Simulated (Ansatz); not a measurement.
# HgF3 (Fm-3m) in Ansatz: settings compared

Aim: see how the results for HgF3 move with the level of theory and the settings. Levels: RPBE, PBE. Tasks: single point.

All numbers are computed with Ansatz 0.2.0; they aren't measurements. Logs are shortened: lines on timing, memory, paths and dates and some standing lists are left out, and cuts for length are marked.

**1. The crystal as given**

It takes space group Fm-3m (No. 225, cubic). The conventional cell has a = 5.726 Å, b = 5.726 Å, c = 5.726 Å, α = 90.00°, β = 90.00°, γ = 90.00°. Hg (site symmetry m-3m) is surrounded by 8 F at 2.48 Å. Around F (site symmetry m-3m) lie 8 F at 2.48 Å. Around F (site symmetry -43m) lie 4 Hg at 2.48 Å and 4 F at 2.48 Å.

The cell comes from a database or a generator and needn't be the stable form of this composition.

**2. Single point, RPBE**

Contents of input.yaml:

```yaml
crystal:
  lattice:
    - [0.0, 2.863171, 2.863171]
    - [2.863171, 0.0, 2.863171]
    - [2.863171, 2.863171, 0.0]
  atoms:
    - { symbol: Hg, position: [0.0, 0.0, 0.0] }
    - { symbol: F, position: [0.5, 0.5, 0.5] }
    - { symbol: F, position: [0.75, 0.75, 0.75] }
    - { symbol: F, position: [0.25, 0.25, 0.25] }
hamiltonian:
  xc: rpbe
  pseudopotentials: { kind: paw }
kpoints:
  mp_grid: { grid: [8, 8, 8] }
scf:
  occupations: { method: gaussian, width: 0.1 }
output:
  forces: true
  stress: true
  eigenvalues: true
```

Potentials or basis: Ansatz PAW.

The run is started by

```
ansatz run input.yaml --threads 2 --pin off --max-ram 5632MiB --backend cpu --events-out ev --progress --plain --runs-dir out
```

The program printed:

```text
Warning: RAYON_NUM_THREADS=2 ignored (pool sized by the plan → 2); use --threads N
Engine: ansatz 0.2.0, x86_64-unknown-linux-gnu
Pseudopotentials: kind: paw
Pseudopotential: Hg, paw, valence charge 20, recommended cutoff 420 eV (normal), Hg.paw.azcp
Pseudopotential: F, paw, valence charge 7, recommended cutoff 420 eV (normal), F.paw.azcp
Functional definition: RPBE
  parameter kappa = 0.804
  parameter beta = 0.06672455060314922
  exchange = rpbe_x(kappa = kappa, mu = beta*pi^2/3)
  correlation = pbe_c(beta = beta)
Crystal: 4 atoms, lattice volume = 46.943 Å³
Basis set: ecut = 420 eV, 941 PW (Γ), exchange–correlation on 60×60×60 points (8 copies of the dense FFT grid, shifted against one another)
Bands: 25, of which v1, the nominal top of the filled ones, is band 21 counted from 1 (20 counted from 0)
Symmetry: 48 space group operations
Space group: Fm-3m (ITA 225), of the structure as read, at distance tolerance 3.6e-5 Å
k-points: 29 of 512
Non-local potential: Hg, projectors of the file, l = 0: 3, l = 1: 2, l = 2: 2, l = 3: 1
Non-local potential: F, projectors of the file, l = 0: 2, l = 1: 2, l = 2: 1
PAW form: soft (Blöchl's): semilocal exchange-correlation on the pseudo side does not see the compensation charge
PAW frozen core: Hg, regenerated for the run's functional, and the local potential with it (the file was generated under x = pbe(κ = 0.804, μ = 0.2195149727645171), c = pbe(β = 0.06672455060314922))
PAW frozen core: F, regenerated for the run's functional, and the local potential with it (the file was generated under x = pbe(κ = 0.804, μ = 0.2195149727645171), c = pbe(β = 0.06672455060314922))
PAW one-centre angular grid: Hg, 590 points (default); XC on 64 Gauss nodes
PAW one-centre angular grid: F, 110 points (default); XC on 64 Gauss nodes
Initial density: superposition of atomic densities (neutral atoms: chi_scale 0, normalization atom), corrected by the library's trained network
Initial wavefunctions: pseudopotential atomic-orbital guess
Functional: x = rpbe, c = pbe(β = 0.06672455060314922)
SCF iter   1: F=—  HF=-16253.857787 eV  |F-HF|=—  |Δ(HF+E_count)|=         —  Δρ=1.04e-2  dr2=4.92e-2  ethr=1.77e-3  ⟨swp⟩=5.6  Hψ=2740  notcnv=0
preconditioner: auto → Kerker (q_TF=auto, 2.667 Å⁻¹)  [metal: Δε(μ)=0.023 eV  Ē_g=14.847 eV  σ=0.100 eV  W_gap=0.13  n_scr=14 (ndim 8)  ℏωp=31.1 eV  f_vac=0.000  D(μ)=8.88/eV (n_scr^D=168)]
SCF iter   2: F=—  HF=-16253.852560 eV  |F-HF|=—  |Δ(HF+E_count)|=   5.23e-3  Δρ=5.36e-3  dr2=1.42e-2  ethr=1.20e-4  ⟨swp⟩=1.0  Hψ=957  notcnv=0
SCF iter   3: F=—  HF=-16253.850891 eV  |F-HF|=—  |Δ(HF+E_count)|=   1.67e-3  Δρ=1.04e-3  dr2=3.38e-4  ethr=3.47e-5  ⟨swp⟩=2.9  Hψ=1222  notcnv=0
SCF iter   4: F=—  HF=-16253.851140 eV  |F-HF|=—  |Δ(HF+E_count)|=   2.49e-4  Δρ=2.52e-4  dr2=1.62e-5  ethr=8.23e-7  ⟨swp⟩=2.0  Hψ=1205  notcnv=0
SCF iter   5: F=—  HF=-16253.851159 eV  |F-HF|=—  |Δ(HF+E_count)|=   1.85e-5  Δρ=7.30e-5  dr2=1.63e-6  ethr=3.96e-8  ⟨swp⟩=2.0  Hψ=1204  notcnv=0
SCF iter   6: F=-16253.851164 eV  HF=-16253.851164 eV  |F-HF|=9.94e-8  |Δ(HF+E_count)|=   4.95e-6  Δρ=1.33e-5  dr2=6.29e-8  ethr=2.44e-10  ⟨swp⟩=3.9  Hψ=3496  notcnv=0
SCF 1 converged in 6 iterations: F = -16253.851164 eV  dr2 = 6.29e-8
SCF converged after 6 iterations
Free energy (F): -16253.851164 eV
Harris-Foulkes:  -16253.851164 eV  (|F-HF|=9.94e-8)
Internal energy: -16253.805242 eV  (E = F + TS)
E sigma→0 (E₀):  -16253.828203 eV
Entropy (-TS):   -0.045922 eV (-11.481 meV/atom)
Fermi energy:    7.174846 eV
--- Per-component energies (eV) ---
  E_band       = -479.203565
  E_kinetic    = 1214.681597
  E_local      = -3827.247259  (includes V_loc(G=0)·N_el)
  E_nonlocal   = 295.012452
  E_hartree    = 1516.777428
  E_xc         = -456.347552
  E_vxc        = -562.580619  (∫ρ·V_xc dr)
  E_paw        = -10563.137507  (= ΣΔE_a)
  E_vpaw       = -632.627040  (= ΣTr[D̂ρ^β])
  E_aug_tail   = 0.006920  (compensation charges beyond the density's cutoff)
  E_ewald      = -4433.425500
  E_core_change = -0.125821  (= ΣΔE_core)
  E_smearing   = -0.045922  (= −TS)
  E_closure    = 0.000000  (closes the sum)
  Σ components = -16253.851164   (vs F -16253.851164, Δ=0.00e0)
--- Forces (eV/Å), atoms counted from 1 ---
  atom   1  Hg    -0.00000000     0.00000000    -0.00000000
  atom   2  F      0.00000000     0.00000000     0.00000000
  atom   3  F     -0.00000000    -0.00000000    -0.00000000
  atom   4  F      0.00000000     0.00000000     0.00000000
  max |Σ_I F_I| component: 2.31e-17 eV/Å
--- Stress (GPa, compression-positive) ---
        6.842185      -0.000000       0.000000
       -0.000000       6.842185      -0.000000
       -0.000000      -0.000000       6.842185
  P = ⅓ Tr σ = 6.8422 GPa (68.422 kbar)
--- Band table (eV; the first three rows and the last of 29) ---
  k-point 0: bands = ["-104.5021", "-53.0553", "-53.0553", "-53.0553", "-14.1894", "-13.1769", "-12.2648", "2.2077", "2.2077", "2.2077", "3.5632", "3.5632", "5.1622", "5.1622", "5.1622", "6.5692", "6.5692", "6.5692", "6.6182", "6.6182", "6.6182", "8.6424", "20.0606", "20.0606", "20.0606"]
  k-point 1: bands = ["-104.5021", "-53.0555", "-53.0553", "-53.0553", "-14.1345", "-13.2022", "-12.2972", "2.2532", "2.2532", "2.3224", "3.4800", "3.4800", "5.2525", "5.2525", "5.2551", "5.6979", "6.2695", "6.2695", "6.7976", "6.8768", "6.8768", "9.3145", "19.5289", "19.9756", "19.9756"]
  k-point 2: bands = ["-104.5021", "-53.0559", "-53.0554", "-53.0554", "-13.9844", "-13.2737", "-12.3816", "2.3391", "2.3391", "2.6896", "3.3746", "3.3746", "4.4068", "5.3482", "5.3482", "5.7328", "5.9942", "5.9942", "6.6220", "7.0993", "7.0993", "10.3966", "18.4836", "19.8090", "19.8090"]
  k-point 28: bands = ["-104.5021", "-53.0561", "-53.0561", "-53.0558", "-13.4772", "-13.4772", "-12.6945", "2.3808", "3.1233", "3.1981", "3.2828", "3.2828", "3.9205", "4.7149", "4.7149", "4.8825", "5.9432", "6.6536", "6.9609", "6.9859", "6.9859", "11.6811", "18.6133", "18.6133", "19.8331"]
```

It took 1.2 s on 2 threads of Intel Xeon Platinum 8488C (Sapphire Rapids), shared host; peak memory 0.38 GiB.

What came out:

| Quantity | Value |
| --- | --- |
| Free energy | -16253.8512 eV |
| Pressure | 6.8 GPa |
| Band gap on the k mesh | none (metal or under the smearing width) |

Caveat: the pressure holds a Pulay correction of +0.7 GPa for the finite cutoff; an odd number of electrons without spin polarisation forces a metal; a magnetic or distorted state may lie lower; the PAW data sets come from PBE, with cores solved anew for the run's functional, which leaves a small shift of forces and pressure. Spin-orbit coupling is left out, which matters for the levels of Hg.

**3. Single point, PBE**

Changes to input.yaml since step 2:

```diff
@@ -11,3 +11,3 @@
 hamiltonian:
-  xc: rpbe
+  xc: pbe
   pseudopotentials: { kind: paw }
@@ -16,3 +16,3 @@
 scf:
-  occupations: { method: gaussian, width: 0.1 }
+  occupations: { method: gaussian, width: 0.02 }
 output:
```

Potentials or basis: Ansatz PAW.

The run is started by

```
ansatz run input.yaml --threads 2 --pin off --max-ram 5632MiB --backend cpu --events-out ev --progress --plain --runs-dir out
```

Run time: 0.72 s. Hardware: 2 threads of Intel Xeon Platinum 8488C (Sapphire Rapids), shared host; peak memory 0.38 GiB.

The run converged. Its results:

- Free energy: -16233.1940 eV
- Pressure: 1.1 GPa
- Band gap on the k mesh: none (metal or under the smearing width)

Levels at points of the mesh, in eV from the Fermi level:
```csv
k point,band 19,band 20,band 21,band 22,band 23,band 24
"(0.00, 0.00, 0.00)",-0.55,-0.55,-0.55,1.36,12.72,12.72
"(0.00, 0.00, -0.50)",-0.27,0.14,0.14,4.35,9.87,12.30
"(0.00, -0.50, -0.50)",-0.59,-0.14,-0.14,4.39,10.01,13.19
```

Caveat: the pressure holds a Pulay correction of +0.8 GPa for the finite cutoff; an odd number of electrons without spin polarisation forces a metal; a magnetic or distorted state may lie lower. Spin-orbit coupling is left out, which matters for the levels of Hg.

**4. Single point, PBE (another cell of the same crystal, with 4 atoms)**

Changes to input.yaml since step 3:

```diff
@@ -2,5 +2,5 @@
   lattice:
-    - [0.0, 2.863171, 2.863171]
-    - [2.863171, 0.0, 2.863171]
-    - [2.863171, 2.863171, 0.0]
+    - [4.04913526, 0.0, 0.0]
+    - [2.02456763, 3.5066539985, 0.0]
+    - [2.02456763, 1.1688846662, 3.3061050955]
   atoms:
```

The run is started by

```
ansatz run input.yaml --threads 2 --pin off --max-ram 5632MiB --backend cpu --events-out ev --progress --plain --runs-dir out
```

Wall time 1.1 s (2 threads of Intel Xeon Platinum 8488C (Sapphire Rapids), shared host); peak memory 0.37 GiB.

It converged, with:

```
Free energy            : -16233.1940 eV
Pressure               : 1.1 GPa
Band gap on the k mesh : none (metal or under the smearing width)
```

Levels at points of the mesh, in eV from the Fermi level:
```
             k point  band 17  band 18  band 19  band 20  band 21  band 22  band 23  band 24  band 25
  (0.00, 0.00, 0.00)    -0.61    -0.61    -0.55    -0.55    -0.55     1.36    12.72    12.72    12.72
 (0.00, 0.00, -0.50)    -1.18    -1.18    -0.27     0.14     0.14     4.35     9.87    12.30    12.30
(0.00, -0.50, -0.50)    -1.18    -0.59    -0.59    -0.14    -0.14     4.39    10.01    13.19    13.19
```

Caveat: the pressure holds a Pulay correction of +0.8 GPa for the finite cutoff; an odd number of electrons without spin polarisation forces a metal; a magnetic or distorted state may lie lower. Spin-orbit coupling is left out, which matters for the levels of Hg.

**5. Summary**

```tsv
level	cell	smearing	gap on the mesh (eV)	pressure (GPa)
RPBE	as given	gaussian 0.1 eV	none	6.8
PBE	as given	gaussian 0.02 eV	none	1.1
PBE	another cell of the same crystal, with 4 atoms	gaussian 0.02 eV	none	1.1
```

Alike in all rows: task single point; potentials or basis Ansatz PAW; no spin polarisation; k mesh 8 × 8 × 8; cutoff (eV) 420.

Caveats: an odd number of electrons without spin polarisation forces a metal; a magnetic or distorted state may lie lower; the PAW data sets come from PBE, with cores solved anew for the run's functional, which leaves a small shift of forces and pressure (some runs).

Absolute energies hang on the potentials; compare differences alone.
